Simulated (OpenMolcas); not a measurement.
# CH2FNSi (SMILES FC1=N[SiH2]1): a chain of runs

Wanted: the energy (HF/ANO-RCC-MB), then the energy (CASSCF(2,2)/ANO-RCC-VDZP), then the energy along one coordinate (CASPT2(2,2)/ANO-RCC-VDZP), then the energy along one coordinate (SC-NEVPT2(2,2)/ANO-RCC-VDZP), then an energy scan (MC-PDFT[tPBE](2,2)/ANO-RCC-VDZP) of CH2FNSi. 

The calculation is run with OpenMolcas 26.06.

## 1. The system as given

The species is CH2FNSi (6 atoms), meant as a singlet with charge 0. As SMILES, `FC1=N[SiH2]1`. Geometry: relaxed at PBE0-D4/def2-TZVP.

Bond lengths: F1–C2 1.313 Å, C2–N3 1.261 Å, C2–Si4 1.766 Å, N3–Si4 1.801 Å, Si4–H5 1.477 Å, Si4–H6 1.477 Å. Angles: F1–C2–N3 128.8°, F1–C2–Si4 160.4°, N3–C2–Si4 70.8°, C2–N3–Si4 67.8°, C2–Si4–N3 41.4°, C2–Si4–H5 122.2°, C2–Si4–H6 122.2°, N3–Si4–H5 118.8°, N3–Si4–H6 118.8°, H5–Si4–H6 113.7°.

## 2. The energy at HF/ANO-RCC-MB (DKH2) (run 1)

coord.xyz

```xyz
6

F      1.423100    -1.608300     0.851500
C      0.513000    -0.815400     0.333600
N     -0.624100    -1.110900    -0.124500
Si    -0.284400     0.654600    -0.233900
H      0.001700     1.243400    -1.557500
H     -0.987300     1.572700     0.684600
```

step1.input

```
* CH2FNSi Hartree-Fock
&GATEWAY
Coord=coord.xyz
Basis=ANO-RCC-MB
Group=NoSym
&SEWARD
&SCF
PrOrbitals=0
&LOCALISATION
Occupied
Freeze
Pipek-Mezey
&LOCALISATION
FileOrb=$Project.LocOrb
Virtual
Pipek-Mezey
```

Command:

```
$ export MOLCAS_MEM=1860
$ pymolcas step1.input > step1.log
```

Output:

```text
--- Start Module: gateway ---
[...]
--- Stop Module: gateway /rc=_RC_ALL_IS_WELL_ ---
[...]
      Basis functions           26
[...]
       Convergence after  11 Iterations
[...]
::    Total SCF energy                               -482.2385030572
[...]
      Total spin, S                                     0.0000000000
[...]
      Total electronic charge=   38.000000
      Total            charge=   -0.000000
[...]
      Dipole Moment (debye):
      Origin of the operator (angstrom)=    0.2067   -0.4633    0.1469
                   X= -3.3566E-01               Y=  2.8638E+00               Z= -5.6842E-01           Total=  2.9389E+00
      Quadrupole Moment (debye*angstrom):
[...]
--- Start Module: localisation ---
[...]
--- Stop Module: localisation /rc=_RC_ALL_IS_WELL_ ---
--- Start Module: localisation ---
[...]
--- Stop Module: localisation /rc=_RC_ALL_IS_WELL_ ---
[...]
```

It took 6.6 s on 1 thread of AMD EPYC 7R43 (Zen 3), shared host; peak memory 0.38 GiB.

## 3. The energy at CASSCF(2,2)/ANO-RCC-VDZP (DKH2) (run 2)

coord.xyz is that of step 2.

step2.input

```
* CH2FNSi CASSCF
>>> EXPORT MOLCAS_PRINT=2
&GATEWAY
Coord=coord.xyz
Basis=ANO-RCC-MB
Group=NoSym
&SEWARD
&RASSCF
FileOrb=$CurrDir/step1.LocOrb
Alter=2
1 16 19
1 20 24
Spin=1
Nactel=2 0 0
Inactive=18
Ras2=2
OrbListing=Nothing
>>> COPY $Project.RunFile RUNFIL1
>>> COPY $Project.RasOrb INPORB
&GATEWAY
Coord=coord.xyz
Basis=ANO-RCC-VDZP
Group=NoSym
&SEWARD
>>> COPY $Project.RunFile RUNFIL2
&EXPBAS
&RASSCF
FileOrb=$Project.ExpOrb
Spin=1
Nactel=2 0 0
Inactive=18
Ras2=2
OrbListing=Nothing
OrbAppear=Compact
```

Command:

```
$ export MOLCAS_MEM=1860
$ pymolcas step2.input > step2.log
```

Output:

```text
--- Start Module: gateway ---
[...]
      Basis functions           26
[...]
      Number of active orbitals                  2
[...]
      Spin quantum number                      0.0
[...]
      Active orbitals                            2
[...]
      Number of CSFs                             3
[...]
      Number of root(s) required                 1
[...]
      Convergence after  9 iterations
[...]
      printout of CI-coefficients larger than  0.05 for root  1
      energy=    -482.252297
      conf/sym  11     Coeff  Weight
             1  20   0.99390 0.98784
             3  02  -0.11029 0.01216
      Natural orbitals and occupation numbers for root  1
      sym 1:   1.975674   0.024326
      ************************************************************************************************************************
      *                                                    Final results                                                     *
[...]
::    RASSCF root number  1 Total energy:   -482.25229661
[...]
      Basis functions           70
[...]
      Convergence after 14 iterations
[...]
      Natural orbitals and occupation numbers for root  1
      sym 1:   1.981119   0.018881
      ************************************************************************************************************************
      *                                                    Final results                                                     *
[...]
::    RASSCF root number  1 Total energy:   -482.61316035
[...]
      Total electronic charge=   38.000000
      Total            charge=   -0.000000
[...]
      Dipole Moment (debye):
      Origin of the operator (angstrom)=    0.2067   -0.4633    0.1469
                   X= -1.2311E-01               Y=  3.5405E+00               Z= -6.2616E-01           Total=  3.5976E+00
      Quadrupole Moment (debye*angstrom):
[...]
```

Run time: 24 s. Hardware: 1 thread of AMD EPYC 7R43 (Zen 3), shared host; peak memory 0.42 GiB.

## 4. The energy along one coordinate at CASPT2(2,2)/ANO-RCC-VDZP (DKH2, ipea shift 0.25 Eh, pt2 variant SS) (run 3)

step3.input

```
* CH2FNSi CASPT2
>>> EXPORT MOLCAS_PRINT=2
>>> COPY $CurrDir/step2.RasOrb $Project.RasOrb
>>> ForEach K in (1, 2, 3, 4, 5, 6, 7, 8, 9)

&GATEWAY
  Coord=$CurrDir/point$K.xyz
  Basis=ANO-RCC-VDZP
  Group=NoSym

&SEWARD

&RASSCF
  FileOrb=$Project.RasOrb
  Spin=1
  Nactel=2 0 0
  Inactive=18
  Ras2=2
  OrbListing=Nothing
  OrbAppear=Compact

&CASPT2
  Imaginary=0.2
  Frozen=8
>>> EndDo
```

Command:

```
$ export MOLCAS_MEM=1860
$ pymolcas step3.input > step3.log
```

Output:

```text
[...]
      Basis functions           70
[...]
      Number of active orbitals                  2
[...]
      Spin quantum number                      0.0
[...]
      Active orbitals                            2
[...]
      Number of CSFs                             3
[...]
      Number of root(s) required                 1
[...]
      Convergence after 12 iterations
[...]
      printout of CI-coefficients larger than  0.05 for root  1
      energy=    -482.601912
      conf/sym  11     Coeff  Weight
             1  20   0.99680 0.99361
             3  02  -0.07997 0.00639
      Natural orbitals and occupation numbers for root  1
      sym 1:   1.987211   0.012789
      ************************************************************************************************************************
      *                                                    Final results                                                     *
[...]
::    RASSCF root number  1 Total energy:   -482.60191212
[...]
::    CASPT2 Root  1     Total energy:   -483.16824257
[...]
      Convergence after 10 iterations
[...]
      Natural orbitals and occupation numbers for root  1
      sym 1:   1.981100   0.018900
      ************************************************************************************************************************
      *                                                    Final results                                                     *
[...]
      Convergence after  9 iterations
[...]
      Convergence after 10 iterations
[...]
      Convergence after 10 iterations
[...]
::    RASSCF root number  1 Total energy:   -482.47973552
[...]
::    CASPT2 Root  1     Total energy:   -483.03851875
[...]
      Convergence after  9 iterations
[...]
::    RASSCF root number  1 Total energy:   -482.47627876
[...]
      Reference weight:           0.84192
[...]
::    CASPT2 Root  1     Total energy:   -483.03446708
[...]
```

Wall time 2.4 min (1 thread of AMD EPYC 7R43 (Zen 3), shared host); peak memory 0.43 GiB.

The scan, from its lowest point:

| H5–Si4 (Å) | energy (kJ/mol) |
| --- | --- |
| 1.329 | 27.0 |
| 1.477 | 0.0 |
| 1.624 | 14.5 |
| 1.846 | 71.8 |
| 2.141 | 163.4 |
| 2.510 | 259.8 |
| 2.953 | 330.5 |
| 3.544 | 367.6 |
| 4.430 | 378.3 |

## 5. The energy along one coordinate at SC-NEVPT2(2,2)/ANO-RCC-VDZP (DKH2, pt2 variant SC-NEVPT2) (run 4)

step4.inp

```
>>> EXPORT MOLCAS_PRINT=2
>>> COPY $CurrDir/step2.RasOrb $Project.RasOrb
>>> ForEach K in (1, 2, 3, 4, 5, 6, 7, 8, 9)

&GATEWAY
  Coord
  $CurrDir/point$K.xyz
  Basis
  ANO-RCC-VDZP
  Group
  NoSym

&SEWARD

&RASSCF
  FileOrb
  $Project.RasOrb
  Spin
  1
  Nactel
  2 0 0
  Inactive
  18
  Ras2
  2
  OrbListing
  Nothing
  OrbAppear
  Compact

&CASPT2
  SC-NEVPT2
  Frozen
  8
>>> EndDo
```

Command:

```
$ export MOLCAS_MEM=1860
$ pymolcas step4.inp > step4.log
```

Output:

```text
--- Start Module: gateway ---
[...]
      Basis functions           70
[...]
      Number of active orbitals                  2
[...]
      Spin quantum number                      0.0
[...]
      Active orbitals                            2
[...]
      Number of CSFs                             3
[...]
      Number of root(s) required                 1
[...]
      Convergence after 12 iterations
[...]
      printout of CI-coefficients larger than  0.05 for root  1
      energy=    -482.601912
      conf/sym  11     Coeff  Weight
             1  20   0.99680 0.99361
             3  02  -0.07997 0.00639
      Natural orbitals and occupation numbers for root  1
      sym 1:   1.987211   0.012789
      ************************************************************************************************************************
      *                                                    Final results                                                     *
[...]
::    RASSCF root number  1 Total energy:   -482.60191212
[...]
::    SC-NEVPT2 Root  1     Total energy:   -483.16184231
[...]
      Convergence after 10 iterations
[...]
      Natural orbitals and occupation numbers for root  1
      sym 1:   1.981100   0.018900
      ************************************************************************************************************************
      *                                                    Final results                                                     *
[...]
      Convergence after  9 iterations
[...]
      Convergence after 10 iterations
[...]
      Convergence after 10 iterations
[...]
::    RASSCF root number  1 Total energy:   -482.47973552
[...]
::    SC-NEVPT2 Root  1     Total energy:   -483.03645263
[...]
      Convergence after  9 iterations
[...]
::    RASSCF root number  1 Total energy:   -482.47627876
[...]
::    SC-NEVPT2 Root  1     Total energy:   -483.03267518
[...]
```

It took 2.4 min on 1 thread of AMD EPYC 7R43 (Zen 3), shared host; peak memory 0.43 GiB.

The scan, from its lowest point:

| H5–Si4 (Å) | energy (kJ/mol) |
| --- | --- |
| 1.329 | 29.0 |
| 1.477 | 0.0 |
| 1.624 | 13.0 |
| 1.846 | 68.6 |
| 2.141 | 158.6 |
| 2.510 | 253.6 |
| 2.953 | 322.8 |
| 3.544 | 358.2 |
| 4.430 | 368.1 |

## 6. An energy scan at MC-PDFT[tPBE](2,2)/ANO-RCC-VDZP (DKH2) (run 5)

step5.inp

```
* CH2FNSi MC-PDFT
>>> EXPORT MOLCAS_PRINT=2
>>> COPY $CurrDir/step2.RasOrb $Project.RasOrb
>>> ForEach K in (1, 2, 3, 4, 5, 6, 7, 8, 9)
&GATEWAY
Coord=$CurrDir/point$K.xyz
Basis=ANO-RCC-VDZP
Group=NoSym
&SEWARD
&RASSCF
FileOrb=$Project.RasOrb
Spin=1
Nactel=2 0 0
Inactive=18
Ras2=2
OrbListing=Nothing
OrbAppear=Compact
&MCPDFT
KSDFT=T:PBE
>>> EndDo
```

Command:

```
$ export MOLCAS_MEM=1860
$ pymolcas step5.inp > step5.log
```

Output:

```text
--- Start Module: gateway ---
[...]
      Basis functions           70
[...]
      Number of active orbitals                  2
[...]
      Spin quantum number                      0.0
[...]
      Active orbitals                            2
[...]
      Number of CSFs                             3
[...]
      Number of root(s) required                 1
[...]
      Convergence after 12 iterations
[...]
      printout of CI-coefficients larger than  0.05 for root  1
      energy=    -482.601912
      conf/sym  11     Coeff  Weight
             1  20   0.99680 0.99361
             3  02  -0.07997 0.00639
      Natural orbitals and occupation numbers for root  1
      sym 1:   1.987211   0.012789
      ************************************************************************************************************************
      *                                                    Final results                                                     *
[...]
::    RASSCF root number  1 Total energy:   -482.60191212
[...]
::    MCPDFT root number  1 Total energy:   -483.76318880
[...]
      Convergence after 10 iterations
[...]
      Natural orbitals and occupation numbers for root  1
      sym 1:   1.981100   0.018900
      ************************************************************************************************************************
      *                                                    Final results                                                     *
[...]
      Convergence after  9 iterations
[...]
      Convergence after 10 iterations
[...]
      Convergence after 10 iterations
[...]
::    RASSCF root number  1 Total energy:   -482.47973552
[...]
::    MCPDFT root number  1 Total energy:   -483.62967371
[...]
      Convergence after  9 iterations
[...]
::    RASSCF root number  1 Total energy:   -482.47627876
[...]
::    MCPDFT root number  1 Total energy:   -483.62618924
[...]
```

Run time: 2.2 min. Hardware: 1 thread of AMD EPYC 7R43 (Zen 3), shared host; peak memory 0.43 GiB.

The scan, from its lowest point:

| H5–Si4 (Å) | energy (kJ/mol) |
| --- | --- |
| 1.329 | 29.1 |
| 1.477 | 0.0 |
| 1.624 | 12.3 |
| 1.846 | 66.8 |
| 2.141 | 157.7 |
| 2.510 | 258.8 |
| 2.953 | 338.1 |
| 3.544 | 379.7 |
| 4.430 | 388.8 |

## 7. Results

```
                                                         quantity          value
                               run 1, HF/ANO-RCC-MB: total energy  -482.23850 Eh
                              run 1, HF/ANO-RCC-MB: dipole moment         2.94 D
                                run 1, HF/ANO-RCC-MB: HOMO energy      -11.27 eV
                                run 1, HF/ANO-RCC-MB: LUMO energy        2.90 eV
                              run 1, HF/ANO-RCC-MB: HOMO–LUMO gap       14.17 eV
                    run 2, CASSCF(2,2)/ANO-RCC-VDZP: total energy  -482.61316 Eh
  run 2, CASSCF(2,2)/ANO-RCC-VDZP: dipole moment (CASSCF density)         3.60 D
       run 3, CASPT2(2,2)/ANO-RCC-VDZP: lowest energy of the scan  -483.17854 Eh
    run 4, SC-NEVPT2(2,2)/ANO-RCC-VDZP: lowest energy of the scan  -483.17288 Eh
run 5, MC-PDFT[tPBE](2,2)/ANO-RCC-VDZP: lowest energy of the scan  -483.77429 Eh
```

What this shows: Mulliken charges (run 1, HF/ANO-RCC-MB) run from -0.35 on N3 to +0.65 on Si4; they depend strongly on the basis. Mulliken charges (run 2, CASSCF(2,2)/ANO-RCC-VDZP) run from -0.36 on N3 to +0.58 on Si4.
